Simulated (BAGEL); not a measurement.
**GaHClOF (SMILES [OH][Ga]([F])[Cl]): a chain of runs**

Aim: a single-point energy (HF/def2-SV(P)), then the energy (NEVPT2(2,2)/def2-SV(P)), then a single-point energy (CASPT2(2,2)/def2-SV(P)) of GaHClOF. 

Program for the calculation: BAGEL 1.2.2.

## Step 1: The structure to begin with

GaHClOF has 5 atoms, charge 0, and is taken as a singlet. As SMILES, `[OH][Ga]([F])[Cl]`. Geometry: relaxed at PBE0-D4/def2-TZVP. This is one conformer, not always the lowest.

Bond lengths: O1–Ga2 1.761 Å, Ga2–F3 1.733 Å, Ga2–Cl4 2.115 Å, O1–H5 0.961 Å. Angles: O1–Ga2–F3 117.4°, O1–Ga2–Cl4 124.1°, F3–Ga2–Cl4 118.5°, Ga2–O1–H5 113.2°.

## Step 2: The energy at HF/def2-SV(P) (density fitting with svp-jkfit) (run 1)

Input file calc.json:

```json
{ "bagel" : [

{
  "title" : "molecule",
  "basis" : "def2-sv_p_.json",
  "df_basis" : "svp-jkfit",
  "geometry" : [
    { "atom" : "O", "xyz" : [ -0.77743900, -2.29205071,  1.07220982 ] },
    { "atom" : "Ga", "xyz" : [  0.04667057,  0.36660498, -0.75062000 ] },
    { "atom" : "F", "xyz" : [ -0.64591406,  0.27155175, -3.94917044 ] },
    { "atom" : "Cl", "xyz" : [  1.81469833,  3.63413042,  0.72242151 ] },
    { "atom" : "H", "xyz" : [ -0.34393015, -2.11913888,  2.82665234 ] }
  ]
},
{
  "title" : "hf"
},
{
  "title" : "print",
  "file" : "orbitals.molden",
  "orbitals" : true
}

]}
```

The basis set def2-SV(P) is read from a file made from the Basis Set Exchange's data (not shown).

Launch:

```
$ BAGEL_NUM_THREADS=1 BAGEL calc.json > calc.out
```

The program printed:

```text
* using 1 threads per process

  ===============================================================
  ===============================================================

  *** Geometry ***

  { "atom" : "O", "xyz" : [     -0.777439,     -2.292051,      1.072210 ] },
  { "atom" : "Ga", "xyz" : [      0.046671,      0.366605,     -0.750620 ] },
  { "atom" : "F", "xyz" : [     -0.645914,      0.271552,     -3.949170 ] },
  { "atom" : "Cl", "xyz" : [      1.814698,      3.634130,      0.722422 ] },
  { "atom" : "H", "xyz" : [     -0.343930,     -2.119139,      2.826652 ] },

  Number of auxiliary basis functions:      566

  Since a DF basis is specified, we compute 2- and 3-index integrals:
    o Being stored without compression. Storage requirement is 0.029 GB

  Number of basis functions:       80
  Number of electrons      :       66

    * METHOD: MOLECULE                             0.33

  *** RHF ***

  === Nuclear Repulsion ===
   365.1828856453

      * DIIS with orbital gradients will be used.

  === RHF iteration (def2-sv_p_.json) ===
      0      -2556.94736668          0.02322712           0.13
      1      -2557.08828313          0.01715698           0.13
      2      -2557.21882857          0.00097154           0.14
      3      -2557.21949828          0.00040195           0.13
      4      -2557.21958935          0.00008662           0.13
      5      -2557.21959528          0.00002548           0.13
      6      -2557.21959604          0.00001014           0.13
      7      -2557.21959619          0.00000267           0.13
      8      -2557.21959620          0.00000129           0.13
      9      -2557.21959620          0.00000036           0.13
     10      -2557.21959620          0.00000017           0.13
     11      -2557.21959620          0.00000006           0.13
     12      -2557.21959620          0.00000002           0.13
     13      -2557.21959620          0.00000001           0.13
     14      -2557.21959620          0.00000000           0.13
    * SCF iteration converged.

    * Permanent dipole moment:
           (   -0.233239,    -0.072693,    -0.989663) a.u.

    * METHOD: HF                                   2.26

    * METHOD: PRINT                                0.01

  ===============================================================
```

Wall time 2.8 s (1 thread of Arm Neoverse V2, shared host); peak memory 0.14 GiB.

## Step 3: The energy at NEVPT2(2,2)/def2-SV(P) (density fitting with svp-jkfit) (run 2)

Input file nevpt2.json:

```json
{ "bagel" : [

{
  "title" : "molecule",
  "basis" : "def2-sv_p_.json",
  "df_basis" : "svp-jkfit",
  "angstrom" : false,
  "geometry" : [
    { "atom" : "O", "xyz" : [ -0.77743900, -2.29205071,  1.07220982 ] },
    { "atom" : "Ga", "xyz" : [  0.04667057,  0.36660498, -0.75062000 ] },
    { "atom" : "F", "xyz" : [ -0.64591406,  0.27155175, -3.94917044 ] },
    { "atom" : "Cl", "xyz" : [  1.81469833,  3.63413042,  0.72242151 ] },
    { "atom" : "H", "xyz" : [ -0.34393015, -2.11913888,  2.82665234 ] }
  ]
},
{ "title" : "hf" },
{ "title" : "nevpt2", "nstate" : 1, "nact" : 2, "nclosed" : 32, "active" : [25, 36], "maxiter" : 200, "natocc" : true, "ncore" : 16 },
{ "title" : "print", "file" : "orbitals.molden", "orbitals" : true }

]}
```

The basis set def2-SV(P) is read from a file made from the Basis Set Exchange's data (not shown).

Launch:

```
$ BAGEL_NUM_THREADS=1 BAGEL nevpt2.json > nevpt2.out
```

The program printed:

```text
* using 1 threads per process

  ===============================================================
  ===============================================================

  *** Geometry ***

  { "atom" : "O", "xyz" : [     -0.777439,     -2.292051,      1.072210 ] },
  { "atom" : "Ga", "xyz" : [      0.046671,      0.366605,     -0.750620 ] },
  { "atom" : "F", "xyz" : [     -0.645914,      0.271552,     -3.949170 ] },
  { "atom" : "Cl", "xyz" : [      1.814698,      3.634130,      0.722422 ] },
  { "atom" : "H", "xyz" : [     -0.343930,     -2.119139,      2.826652 ] },

  Number of auxiliary basis functions:      566

  Since a DF basis is specified, we compute 2- and 3-index integrals:
    o Being stored without compression. Storage requirement is 0.029 GB

  Number of basis functions:       80
  Number of electrons      :       66

    * METHOD: MOLECULE                             0.33

  *** RHF ***

  === Nuclear Repulsion ===
   365.1828856453

      * DIIS with orbital gradients will be used.

  === RHF iteration (def2-sv_p_.json) ===
      0      -2556.94736668          0.02322712           0.14
      1      -2557.08828313          0.01715698           0.13
      2      -2557.21882857          0.00097154           0.14
      3      -2557.21949828          0.00040195           0.13
      4      -2557.21958935          0.00008662           0.13
      5      -2557.21959528          0.00002548           0.13
      6      -2557.21959604          0.00001014           0.13
      7      -2557.21959619          0.00000267           0.13
      8      -2557.21959620          0.00000129           0.13
      9      -2557.21959620          0.00000036           0.13
     10      -2557.21959620          0.00000017           0.14
     11      -2557.21959620          0.00000006           0.13
     12      -2557.21959620          0.00000002           0.13
     13      -2557.21959620          0.00000001           0.13
     14      -2557.21959620          0.00000000           0.13
    * SCF iteration converged.

    * Permanent dipole moment:
           (   -0.233239,    -0.072693,    -0.989663) a.u.

    * METHOD: HF                                   2.28

    * freezing 16 orbitals
  ---------------------------
      CASSCF calculation
  ---------------------------

    ==== Active orbitals : =====
         Orbital 25
         Orbital 36
    ============================

    * nstate   :      1
    * nclosed  :     32
    * nact     :      2
    * nvirt    :     46
  === CASSCF iteration (def2-sv_p_.json) ===

    * Using the second-order algorithm

      0  0     -2557.21968055     2.78e-05      0.04

      1  0     -2557.22158940     3.62e-04      0.57

      2  0     -2557.23908536     8.89e-04      0.59

      3  0     -2557.24088303     1.80e-04      0.74

      4  0     -2557.24093756     4.10e-05      0.74

      5  0     -2557.24093848     1.44e-05      0.74

      6  0     -2557.24093853     4.67e-06      0.73

      7  0     -2557.24093853     1.47e-06      0.79

      8  0     -2557.24093853     4.54e-07      0.79

      9  0     -2557.24093853     1.40e-07      0.71

     10  0     -2557.24093853     4.30e-08      0.63

     11  0     -2557.24093853     1.32e-08      0.60

     12  0     -2557.24093853     4.05e-09      0.52

    * Second-order optimization converged. *

     guess   0:   closed 1.                   open ..

  === FCI iteration ===

      0  0     -2557.21935517     1.06e-01      0.00
      1  0     -2557.24091087     2.93e-03      0.00
      2  0 *   -2557.24093853     7.41e-16      0.00

     * ci vector, state   0, <S^2> = 0.0000
       2.     0.9948836039
       .2    -0.1010277919

  === DF-NEVPT2 calculation ===

    * 3-index integral transformation done
    * assembly done

      NEVPT2 correlation energy:   -0.6870041045      0.14

          (+0)     -0.6119415911
          (+0)'    -0.0364246698
          (+1)     -0.0048293873
          (+1)'    -0.0000000000
          (+2)     -0.0004301559
          (-1)     -0.0288301232
          (-1)'     0.0000000000
          (-2)     -0.0045481772

      NEVPT2 total energy:       -2557.9279426372

    * METHOD: NEVPT2                               8.84

    * METHOD: PRINT                                0.01

  ===============================================================
```

Run time: 12 s. Hardware: 1 thread of Arm Neoverse V2, shared host; peak memory 0.14 GiB.

## Step 4: The energy at CASPT2(2,2)/def2-SV(P) (density fitting with svp-jkfit) (run 3)

Input file input.json:

```json
{ "bagel": [

{
  "title": "molecule",
  "basis": "def2-sv_p_.json",
  "df_basis": "svp-jkfit",
  "geometry": [
    { "atom": "O", "xyz": [    -0.77743900,    -2.29205071,     1.07220982 ] },
    { "atom": "Ga", "xyz": [     0.04667057,     0.36660498,    -0.75062000 ] },
    { "atom": "F", "xyz": [    -0.64591406,     0.27155175,    -3.94917044 ] },
    { "atom": "Cl", "xyz": [     1.81469833,     3.63413042,     0.72242151 ] },
    { "atom": "H", "xyz": [    -0.34393015,    -2.11913888,     2.82665234 ] }
  ]
},

{
  "title": "hf"
},

{
  "title": "casscf",
  "nstate": 1,
  "nact": 2,
  "nclosed": 32,
  "active": [25, 36],
  "maxiter": 200,
  "natocc": true
},

{
  "title": "print",
  "file": "orbitals.molden",
  "orbitals": true
},

{
  "title": "smith",
  "method": "caspt2",
  "ms": true,
  "xms": true,
  "sssr": true,
  "shift": 0.2,
  "shift_imag": true,
  "ncore": 16
}

]}
```

The basis set def2-SV(P) is read from a file made from the Basis Set Exchange's data (not shown).

Launch:

```
$ BAGEL_NUM_THREADS=1 BAGEL input.json > input.out
```

The program printed:

```text
* using 1 threads per process

  ===============================================================
  ===============================================================

  *** Geometry ***

  { "atom" : "O", "xyz" : [     -0.777439,     -2.292051,      1.072210 ] },
  { "atom" : "Ga", "xyz" : [      0.046671,      0.366605,     -0.750620 ] },
  { "atom" : "F", "xyz" : [     -0.645914,      0.271552,     -3.949170 ] },
  { "atom" : "Cl", "xyz" : [      1.814698,      3.634130,      0.722422 ] },
  { "atom" : "H", "xyz" : [     -0.343930,     -2.119139,      2.826652 ] },

  Number of auxiliary basis functions:      566

  Since a DF basis is specified, we compute 2- and 3-index integrals:
    o Being stored without compression. Storage requirement is 0.029 GB

  Number of basis functions:       80
  Number of electrons      :       66

    * METHOD: MOLECULE                             0.33

  *** RHF ***

  === Nuclear Repulsion ===
   365.1828856453

      * DIIS with orbital gradients will be used.

  === RHF iteration (def2-sv_p_.json) ===
      0      -2556.94736668          0.02322712           0.13
      1      -2557.08828313          0.01715698           0.13
      2      -2557.21882857          0.00097154           0.14
      3      -2557.21949828          0.00040195           0.13
      4      -2557.21958935          0.00008662           0.13
      5      -2557.21959528          0.00002548           0.13
      6      -2557.21959604          0.00001014           0.13
      7      -2557.21959619          0.00000267           0.13
      8      -2557.21959620          0.00000129           0.13
      9      -2557.21959620          0.00000036           0.13
     10      -2557.21959620          0.00000017           0.14
     11      -2557.21959620          0.00000006           0.13
     12      -2557.21959620          0.00000002           0.13
     13      -2557.21959620          0.00000001           0.13
     14      -2557.21959620          0.00000000           0.13
    * SCF iteration converged.

    * Permanent dipole moment:
           (   -0.233239,    -0.072693,    -0.989663) a.u.

    * METHOD: HF                                   2.30

  ---------------------------
      CASSCF calculation
  ---------------------------

    ==== Active orbitals : =====
         Orbital 25
         Orbital 36
    ============================

    * nstate   :      1
    * nclosed  :     32
    * nact     :      2
    * nvirt    :     46
  === CASSCF iteration (def2-sv_p_.json) ===

    * Using the second-order algorithm

      0  0     -2557.21968055     2.78e-05      0.04

      1  0     -2557.22158940     3.62e-04      0.58

      2  0     -2557.23908536     8.89e-04      0.59

      3  0     -2557.24088303     1.80e-04      0.73

      4  0     -2557.24093756     4.10e-05      0.73

      5  0     -2557.24093848     1.44e-05      0.73

      6  0     -2557.24093853     4.67e-06      0.72

      7  0     -2557.24093853     1.47e-06      0.77

      8  0     -2557.24093853     4.54e-07      0.76

      9  0     -2557.24093853     1.40e-07      0.72

     10  0     -2557.24093853     4.30e-08      0.62

     11  0     -2557.24093853     1.32e-08      0.59

     12  0     -2557.24093853     4.05e-09      0.52

    * Second-order optimization converged. *

     guess   0:   closed 1.                   open ..

  === FCI iteration ===

      0  0     -2557.21935517     1.06e-01      0.00
      1  0     -2557.24091087     2.93e-03      0.00
      2  0 *   -2557.24093853     7.41e-16      0.00

     * ci vector, state   0, <S^2> = 0.0000
       2.     0.9948836039
       .2    -0.1010277919

    * METHOD: CASSCF                               8.38

    * METHOD: PRINT                                0.01

  === SMITH program ===

    * freezing 16 orbitals

    * Approximate memory requirement for SMITH calulation per MPI process:
      o Storage requirement for T-amplitude, lambda, and residual is 0.02 GB
      o Storage requirement for MO integrals is 0.01 GB
    * Calculating and saving rdm4f

    * Zeroth order energy : state  0       -1.5993867521

    * CASPT2 iteration is performed using orthogonal basis

      -------------------------------------------  CASPT2 iteration  ---------------------------------------------------
       #      aibj      arbs      arbi      airj      risj      airs      arst      rist         Etot      error   time
      ------------------------------------------------------------------------------------------------------------------

       0  -0.61104  -0.00532  -0.02924  -0.00502  -0.00057  -0.03175  -0.00000  -0.00000   -0.6829350  0.0021718   0.08
       1  -0.61130  -0.00538  -0.02947  -0.00512  -0.00061  -0.03262  -0.00000  -0.00000   -0.6845139  0.0004003   0.07
       2  -0.61135  -0.00539  -0.02942  -0.00513  -0.00062  -0.03269  -0.00000  -0.00000   -0.6845905  0.0000878   0.07
       3  -0.61135  -0.00539  -0.02941  -0.00512  -0.00062  -0.03271  -0.00000  -0.00000   -0.6845934  0.0000208   0.07
       4  -0.61134  -0.00539  -0.02941  -0.00512  -0.00062  -0.03271   0.00000  -0.00000   -0.6845936  0.0000050   0.07
       5  -0.61135  -0.00539  -0.02941  -0.00512  -0.00062  -0.03271   0.00000  -0.00000   -0.6845936  0.0000012   0.08
       6  -0.61135  -0.00539  -0.02941  -0.00512  -0.00062  -0.03271   0.00000  -0.00000   -0.6845936  0.0000003   0.08

      ------------------------------------------------------------------------------------------------------------------

    * CASPT2 energy : state  0    -2557.9278169197
        w/o shift correction      -2557.9255321098
        reference weight              0.8491487501

    * METHOD: SMITH                                0.85

  ===============================================================
```

Run time: 12 s. Hardware: 1 thread of Arm Neoverse V2, shared host; peak memory 0.21 GiB.

## Step 5: Outcome

```
                                   quantity           value
         run 1, HF/def2-SV(P): total energy  -2557.21960 Eh
        run 1, HF/def2-SV(P): dipole moment          2.59 D
          run 1, HF/def2-SV(P): HOMO energy       -13.09 eV
          run 1, HF/def2-SV(P): LUMO energy         1.84 eV
        run 1, HF/def2-SV(P): HOMO–LUMO gap        14.93 eV
run 2, NEVPT2(2,2)/def2-SV(P): total energy  -2557.92794 Eh
run 3, CASPT2(2,2)/def2-SV(P): total energy  -2557.92782 Eh
```
